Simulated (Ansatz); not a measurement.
# One shape, several levels: CH5GaN2 (SMILES [H]/N=[C](/N)[GaH2])

Wanted: a comparison of 4 runs (HF/STO-3G, HF/def2-SVP, HF/cc-pVTZ, PBE0/def2-SVP) of CH5GaN2. 

The calculation is run with Ansatz 0.2.0.

4 further runs of the same task are left out: 1 that didn't finish, 3 set aside as unsound or not needed.

## 1. The structure to begin with

The species is CH5GaN2 (9 atoms), meant as a singlet with charge 0. As SMILES, `[H]/N=[C](/N)[GaH2]`. The shape is that of a PBE0-D4/def2-TZVP optimisation. This is one conformer, not always the lowest.

Bond lengths: N1–C2 1.280 Å, C2–N3 1.366 Å, C2–Ga4 1.994 Å, N1–H5 1.015 Å, N3–H6 1.003 Å, N3–H7 1.010 Å, Ga4–H8 1.568 Å, Ga4–H9 1.573 Å. Angles: N1–C2–N3 119.2°, N1–C2–Ga4 122.5°, N3–C2–Ga4 118.3°, C2–N1–H5 111.3°, C2–N3–H6 120.0°, C2–N3–H7 117.2°, C2–Ga4–H8 115.4°, C2–Ga4–H9 122.0°, H6–N3–H7 117.2°, H8–Ga4–H9 122.6°.

## 2. Energy and gradient at HF/STO-3G (run 1)

Input file input.yaml:

```yaml
crystal:
  periodic: [false, false, false]
  atoms:
    - symbol: "N"
      position_ang: [-0.235900, 0.505800, -1.598300]
    - symbol: C
      position_ang: [0.147300, 0.250700, -0.403900]
    - symbol: "N"
      position_ang: [1.293000, 0.827100, 0.065600]
    - symbol: Ga
      position_ang: [-0.835500, -1.007100, 0.790500]
    - symbol: H
      position_ang: [-1.068100, -0.023100, -1.839200]
    - symbol: H
      position_ang: [1.474700, 0.850900, 1.051500]
    - symbol: H
      position_ang: [1.707400, 1.555900, -0.497300]
    - symbol: H
      position_ang: [-2.048700, -1.751300, 0.133000]
    - symbol: H
      position_ang: [-0.434100, -1.209000, 2.298100]
basis:
  gaussian:
    orbitals: STO-3G
magnetization:
  spin_polarized: false
hamiltonian:
  xc: hf
accuracy: high
output:
  forces: true
  orbitals: {seedname: orbitals}
```

Launch:

```
$ ansatz run input.yaml --threads 1 --pin off --max-ram 2610MiB --events-out events.jsonl --progress --plain --runs-dir runs
```

Output, shortened:

```text
Warning: RAYON_NUM_THREADS=1 ignored (pool sized by the plan → 1); use --threads N
Functional definition: HF
  name "HF"
[...]
674 factors; integrals over basis functions are off by at most 3.0e-9 eV
[...]
mean field -55744.90137414 eV, -2048.5873402484 hartree, gradient 2.6e-8 eV, S^2 0.000000; 1 other end points of the search recorded, 0 dependent functions left out
[...]
reference -55744.90137414 eV, -2048.5873402484 hartree; 28, 28 occupied and 10, 10 virtual orbitals, 674 factors
Total energy: -55744.90137414 eV, -2048.5873402484 hartree
Atom 0 at    -0.235900     0.505800    -1.598300 Å, force     1.433807     1.536399    -0.986987 eV/Å
Atom 1 at     0.147300     0.250700    -0.403900 Å, force    -3.797492    -3.365719     1.675079 eV/Å
Atom 2 at     1.293000     0.827100     0.065600 Å, force     1.997559     0.607992    -0.109562 eV/Å
Atom 3 at    -0.835500    -1.007100     0.790500 Å, force    -0.503857    -0.592421     0.678323 eV/Å
Atom 4 at    -1.068100    -0.023100    -1.839200 Å, force    -1.129401    -0.811574    -0.064222 eV/Å
Atom 5 at     1.474700     0.850900     1.051500 Å, force     0.105707     0.228848     0.705388 eV/Å
Atom 6 at     1.707400     1.555900    -0.497300 Å, force     0.278730     0.485541    -0.084859 eV/Å
Atom 7 at    -2.048700    -1.751300     0.133000 Å, force     2.410690     1.488893     1.242198 eV/Å
Atom 8 at    -0.434100    -1.209000     2.298100 Å, force    -0.795743     0.422041    -3.055358 eV/Å
Dipole moment:    -0.064923    -0.104272     0.496836 e Å
```

Run time: 1.5 s. Hardware: 1 thread of Arm Neoverse V2, shared host; peak memory 0.09 GiB.

## 3. Energy and gradient at HF/def2-SVP (run 2)

Input file job.yaml:

```yaml
crystal:
  periodic: [false, false, false]
  atoms:
    - {symbol: N, position_ang: [-0.235900, 0.505800, -1.598300]}
    - {symbol: C, position_ang: [0.147300, 0.250700, -0.403900]}
    - {symbol: "N", position_ang: [1.293000, 0.827100, 0.065600]}
    - {symbol: Ga, position_ang: [-0.835500, -1.007100, 0.790500]}
    - {symbol: H, position_ang: [-1.068100, -0.023100, -1.839200]}
    - {symbol: H, position_ang: [1.474700, 0.850900, 1.051500]}
    - {symbol: H, position_ang: [1.707400, 1.555900, -0.497300]}
    - {symbol: H, position_ang: [-2.048700, -1.751300, 0.133000]}
    - {symbol: H, position_ang: [-0.434100, -1.209000, 2.298100]}
basis:
  gaussian: {orbitals: def2-SVP}
hamiltonian: {xc: hf}
accuracy: high
output: {forces: true, orbitals: {seedname: orbitals}}
```

Launch:

```
$ ansatz run job.yaml --threads 1 --pin off --max-ram 2610MiB --events-out events.jsonl --progress --plain --runs-dir runs
```

Output, shortened:

```text
Warning: RAYON_NUM_THREADS=1 ignored (pool sized by the plan → 1); use --threads N
Functional definition: HF
  name "HF"
[...]
2263 factors; integrals over basis functions are off by at most 2.2e-8 eV
[...]
mean field -56396.36451970 eV, -2072.5281692703 hartree, gradient 6.3e-8 eV, S^2 0.000000; 0 other end points of the search recorded, 0 dependent functions left out
[...]
reference -56396.36451970 eV, -2072.5281692703 hartree; 28, 28 occupied and 71, 71 virtual orbitals, 2263 factors
Total energy: -56396.36451970 eV, -2072.5281692703 hartree
Atom 0 at    -0.235900     0.505800    -1.598300 Å, force    -0.104266    -0.484787     0.840322 eV/Å
Atom 1 at     0.147300     0.250700    -0.403900 Å, force    -0.205016     0.350635    -1.073034 eV/Å
Atom 2 at     1.293000     0.827100     0.065600 Å, force     0.341555     0.280701     0.117607 eV/Å
Atom 3 at    -0.835500    -1.007100     0.790500 Å, force    -0.174694    -0.175110     0.083306 eV/Å
Atom 4 at    -1.068100    -0.023100    -1.839200 Å, force     0.367623     0.270760     0.089866 eV/Å
Atom 5 at     1.474700     0.850900     1.051500 Å, force    -0.041793     0.076179    -0.344942 eV/Å
Atom 6 at     1.707400     1.555900    -0.497300 Å, force    -0.156305    -0.277517     0.266137 eV/Å
Atom 7 at    -2.048700    -1.751300     0.133000 Å, force    -0.056479    -0.054589     0.009593 eV/Å
Atom 8 at    -0.434100    -1.209000     2.298100 Å, force     0.029375     0.013729     0.011145 eV/Å
Dipole moment:     0.017662    -0.077557     0.541483 e Å
```

Run time: 6 s. Hardware: 1 thread of Arm Neoverse V2, shared host; peak memory 0.33 GiB.

Run 3 isn't shown in full; the table further down has it.

## 4. Energy and gradient at PBE0/def2-SVP (run 4)

Input file input.yaml:

```yaml
crystal:
  periodic: [false, false, false]
  atoms:
    - {symbol: N, position_ang: [-0.235900, 0.505800, -1.598300]}
    - {symbol: C, position_ang: [0.147300, 0.250700, -0.403900]}
    - {symbol: "N", position_ang: [1.293000, 0.827100, 0.065600]}
    - {symbol: Ga, position_ang: [-0.835500, -1.007100, 0.790500]}
    - {symbol: H, position_ang: [-1.068100, -0.023100, -1.839200]}
    - {symbol: H, position_ang: [1.474700, 0.850900, 1.051500]}
    - {symbol: H, position_ang: [1.707400, 1.555900, -0.497300]}
    - {symbol: H, position_ang: [-2.048700, -1.751300, 0.133000]}
    - {symbol: H, position_ang: [-0.434100, -1.209000, 2.298100]}
basis:
  gaussian:
    orbitals: def2-SVP
hamiltonian:
  xc: {name: PBE0}
accuracy: high
output:
  forces: true
  orbitals: {seedname: orbitals}
```

Launch:

```
$ ansatz run input.yaml --threads 1 --pin off --max-ram 2610MiB --events-out events.jsonl --progress --plain --runs-dir runs
```

Output, shortened:

```text
Warning: RAYON_NUM_THREADS=1 ignored (pool sized by the plan → 1); use --threads N
Functional definition: PBE0
  name "PBE0"
[...]
2263 factors; integrals over basis functions are off by at most 2.2e-8 eV
[...]
mean field -56454.14561983 eV, -2074.6515855346 hartree, gradient 1.0e-7 eV, S^2 0.000000; 0 other end points of the search recorded, 0 dependent functions left out
[...]
reference -56454.14562261 eV, -2074.6515856367 hartree; 28, 28 occupied and 71, 71 virtual orbitals, 2263 factors
Total energy: -56454.14562261 eV, -2074.6515856367 hartree
Atom 0 at    -0.235900     0.505800    -1.598300 Å, force     0.035365     0.146951    -0.235551 eV/Å
Atom 1 at     0.147300     0.250700    -0.403900 Å, force     0.038664    -0.037621     0.126112 eV/Å
Atom 2 at     1.293000     0.827100     0.065600 Å, force    -0.074165    -0.172555     0.014401 eV/Å
Atom 3 at    -0.835500    -1.007100     0.790500 Å, force     0.045108     0.028633    -0.023947 eV/Å
Atom 4 at    -1.068100    -0.023100    -1.839200 Å, force    -0.188353    -0.119791    -0.048936 eV/Å
Atom 5 at     1.474700     0.850900     1.051500 Å, force     0.072737     0.018210     0.288598 eV/Å
Atom 6 at     1.707400     1.555900    -0.497300 Å, force     0.110054     0.175845    -0.158361 eV/Å
Atom 7 at    -2.048700    -1.751300     0.133000 Å, force    -0.035287    -0.024805    -0.005427 eV/Å
Atom 8 at    -0.434100    -1.209000     2.298100 Å, force    -0.004124    -0.014868     0.043110 eV/Å
Dipole moment:     0.076665    -0.006146     0.447650 e Å
```

Run time: 13 s. Hardware: 1 thread of Arm Neoverse V2, shared host; peak memory 0.37 GiB.

## 5. Overview of the runs

```csv
run,level,energy (Eh),dipole moment (D),HOMO energy (eV),LUMO energy (eV),wall time
1,HF/STO-3G,-2048.587340,2.46,-7.06,3.98,1.5 s
2,HF/def2-SVP,-2072.528169,2.63,-9.60,0.82,6 s
3,HF/cc-pVTZ,-2072.984721,2.67,-9.72,0.73,40 s
4,PBE0/def2-SVP,-2074.651586,2.18,-6.54,-1.92,13 s
```

## 6. Results

```
                       quantity           value
            run 4: total energy  -2074.65159 Eh
           run 4: dipole moment          2.18 D
             run 4: HOMO energy        -6.54 eV
             run 4: LUMO energy        -1.92 eV
           run 4: HOMO–LUMO gap         4.61 eV
run 4: largest force on an atom      0.298 eV/Å
```

The dipole moment (its size) runs from 2.18 D (PBE0/def2-SVP) to 2.67 D (HF/cc-pVTZ). The two ends differ in method and basis. The HOMO–LUMO gap runs from 4.61 eV (PBE0/def2-SVP) to 11.04 eV (HF/STO-3G). In run 1 the basis is minimal, so the values are rough. All runs together took 60 s, the longest 40 s.
